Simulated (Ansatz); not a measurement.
**CrRh3: ferro- or antiferromagnet**

Aim: compare arrangements of the moments in a cell of CrRh3: parallel, none, and patterns of up and down. The runs shown use PAW and LAPW. Its runs: parallel moments (PAW and LAPW); no spin polarisation (PAW); moments start ++-- (PAW and LAPW); moments start +--- (PAW and LAPW); moments start +++- (PAW).

Computed with Ansatz 0.2.0 (DFT LDA, with the methods named in each step, unless a step's input says otherwise).

## (1) The system as given

It takes space group Pm-3m (No. 221, cubic). Conventional cell: a = 3.791 Å, b = 3.791 Å, c = 3.791 Å, α = 90.00°, β = 90.00°, γ = 90.00°. Cr (site symmetry m-3m) has 12 Rh at 2.68 Å as nearest neighbours. Rh (site symmetry 4/mmm) has 4 Cr at 2.68 Å and 8 Rh at 2.68 Å as nearest neighbours.

Coordinates:

```cif
data_structure
_symmetry_space_group_name_H-M 'P 1'
_symmetry_Int_Tables_number 1
_cell_length_a 3.7906
_cell_length_b 3.7906
_cell_length_c 3.7906
_cell_angle_alpha 90.000
_cell_angle_beta 90.000
_cell_angle_gamma 90.000
_cell_volume 54.46
loop_
_atom_site_label
_atom_site_type_symbol
_atom_site_fract_x
_atom_site_fract_y
_atom_site_fract_z
_atom_site_occupancy
Cr1 Cr 0.00000 0.00000 0.00000 1
Rh1 Rh 0.00000 0.50000 0.50000 1
Rh2 Rh 0.50000 0.50000 0.00000 1
Rh3 Rh 0.50000 0.00000 0.50000 1
```

In patterns such as +-, the signs follow the magnetic atoms in the order of the input.

Atoms are numbered in the order of the input: Cr1, Rh2, Rh3, Rh4.

## (2) Parallel moments, PAW

The input, input.yaml:

```yaml
crystal:
  lattice:
    - [3.7905530633, 0.0, 0.0]
    - [0.0, 3.7905530633, 0.0]
    - [0.0, 0.0, 3.7905530633]
  atoms:
    - { symbol: Cr, position: [0.0, 0.0, 0.0], spin: 3.0 }
    - { symbol: Rh, position: [0.0, 0.5, 0.5], spin: 1.0 }
    - { symbol: Rh, position: [0.5, 0.5, 0.0], spin: 1.0 }
    - { symbol: Rh, position: [0.5, 0.0, 0.5], spin: 1.0 }
magnetization:
  spin_polarized: true
kpoints:
  mp_grid: { grid: [8, 8, 8] }
scf:
  occupations: { method: fermi_dirac, width: 0.05 }
  lower_state_search: "off"
hamiltonian:
  xc: lda
  pseudopotentials: { kind: paw }
output:
  forces: true
  stress: true
  eigenvalues: true
  populations: true
```

Launch:

```sh
> ansatz run input.yaml --threads 2 --pin off --max-ram 6144MiB --backend cpu --events-out ev --progress --plain --runs-dir out
```

## (3) Parallel moments, LAPW

input.yaml, as its differences from that of step 2:

```diff
@@ -19,3 +19,3 @@
   xc: lda
-  pseudopotentials: { kind: paw }
+  pseudopotentials: { kind: all_electron, lapw: { basis_error: 0.001 } }
 output:
```

## (4) No spin polarisation, PAW

The input, input.yaml:

```yaml
crystal:
  lattice:
    - [3.7905530633, 0.0, 0.0]
    - [0.0, 3.7905530633, 0.0]
    - [0.0, 0.0, 3.7905530633]
  atoms:
    - { symbol: Cr, position: [0.0, 0.0, 0.0] }
    - { symbol: Rh, position: [0.0, 0.5, 0.5] }
    - { symbol: Rh, position: [0.5, 0.5, 0.0] }
    - { symbol: Rh, position: [0.5, 0.0, 0.5] }
kpoints:
  mp_grid: { grid: [8, 8, 8] }
scf:
  occupations: { method: fermi_dirac, width: 0.05 }
  lower_state_search: "off"
hamiltonian:
  xc: lda
  pseudopotentials: { kind: paw }
output:
  forces: true
  stress: true
  eigenvalues: true
```

## (5) Moments start ++--, PAW

The input, input.yaml:

```yaml
crystal:
  lattice:
    - [3.7905530633, 0.0, 0.0]
    - [0.0, 3.7905530633, 0.0]
    - [0.0, 0.0, 3.7905530633]
  atoms:
    - { symbol: Cr, position: [0.0, 0.0, 0.0], spin: 3.0 }
    - { symbol: Rh, position: [0.0, 0.5, 0.5], spin: 1.0 }
    - { symbol: Rh, position: [0.5, 0.5, 0.0], spin: -1.0 }
    - { symbol: Rh, position: [0.5, 0.0, 0.5], spin: -1.0 }
magnetization:
  spin_polarized: true
kpoints:
  mp_grid: { grid: [8, 8, 8] }
scf:
  occupations: { method: fermi_dirac, width: 0.05 }
  lower_state_search: "off"
hamiltonian:
  xc: lda
  pseudopotentials: { kind: paw }
output:
  forces: true
  stress: true
  eigenvalues: true
  populations: true
  write_density: true
  write_potential: true
  elf: true
  volumetric_format: npy
```

## (6) Moments start ++--, LAPW

input.yaml, as its differences from that of step 5:

```diff
@@ -19,3 +19,3 @@
   xc: lda
-  pseudopotentials: { kind: paw }
+  pseudopotentials: { kind: all_electron, lapw: { basis_error: 0.001 } }
 output:
@@ -25,5 +25 @@
   populations: true
-  write_density: true
-  write_potential: true
-  elf: true
-  volumetric_format: npy
```

## (7) Moments start +---, PAW

input.yaml, as its differences from that of step 6:

```diff
@@ -7,3 +7,3 @@
     - { symbol: Cr, position: [0.0, 0.0, 0.0], spin: 3.0 }
-    - { symbol: Rh, position: [0.0, 0.5, 0.5], spin: 1.0 }
+    - { symbol: Rh, position: [0.0, 0.5, 0.5], spin: -1.0 }
     - { symbol: Rh, position: [0.5, 0.5, 0.0], spin: -1.0 }
@@ -19,3 +19,3 @@
   xc: lda
-  pseudopotentials: { kind: all_electron, lapw: { basis_error: 0.001 } }
+  pseudopotentials: { kind: paw }
 output:
```

## (8) Moments start +---, LAPW

input.yaml, as its differences from that of step 7:

```diff
@@ -19,3 +19,3 @@
   xc: lda
-  pseudopotentials: { kind: paw }
+  pseudopotentials: { kind: all_electron, lapw: { basis_error: 0.001 } }
 output:
```

## (9) Moments start +++-, PAW

The input, input.yaml:

```yaml
crystal:
  lattice:
    - [3.7905530633, 0.0, 0.0]
    - [0.0, 3.7905530633, 0.0]
    - [0.0, 0.0, 3.7905530633]
  atoms:
    - { symbol: Cr, position: [0.0, 0.0, 0.0], spin: 3.0 }
    - { symbol: Rh, position: [0.0, 0.5, 0.5], spin: 1.0 }
    - { symbol: Rh, position: [0.5, 0.5, 0.0], spin: 1.0 }
    - { symbol: Rh, position: [0.5, 0.0, 0.5], spin: -1.0 }
magnetization:
  spin_polarized: true
kpoints:
  mp_grid: { grid: [8, 8, 8] }
scf:
  occupations: { method: fermi_dirac, width: 0.05 }
  lower_state_search: "off"
hamiltonian:
  xc: lda
  pseudopotentials: { kind: paw }
output:
  forces: true
  stress: true
  eigenvalues: true
  populations: true
```

(Steps that only read results are left out.)

Q: Predict the outcome of this session. Wanted: lowest state (for each run or level that gives them).

**Answer**, as computed:

```
                                        quantity                                         value
lowest state (LAPW), reached from several starts  Cr1 1.68, Rh2 -0.17, Rh3 -0.17, Rh4 -0.17 μB
 lowest state (PAW), reached from several starts  Cr1 1.63, Rh2 -0.17, Rh3 -0.17, Rh4 -0.17 μB
                     its gain over no spin (PAW)                                132.8 meV/cell
```

By LAPW the starts «parallel moments» and «moments start +---» end in one state, the lowest found. By PAW the starts «moments start +---» and «moments start +++-» end in one state, the lowest found. A run can end in another pattern than it began with. Only this cell's orders were tried, so longer waves of spin are out of reach. The magnetic state is the one reached from the start moments in this cell; it needn't be the ground state. The k mesh (8×8×8) wasn't tested for convergence.
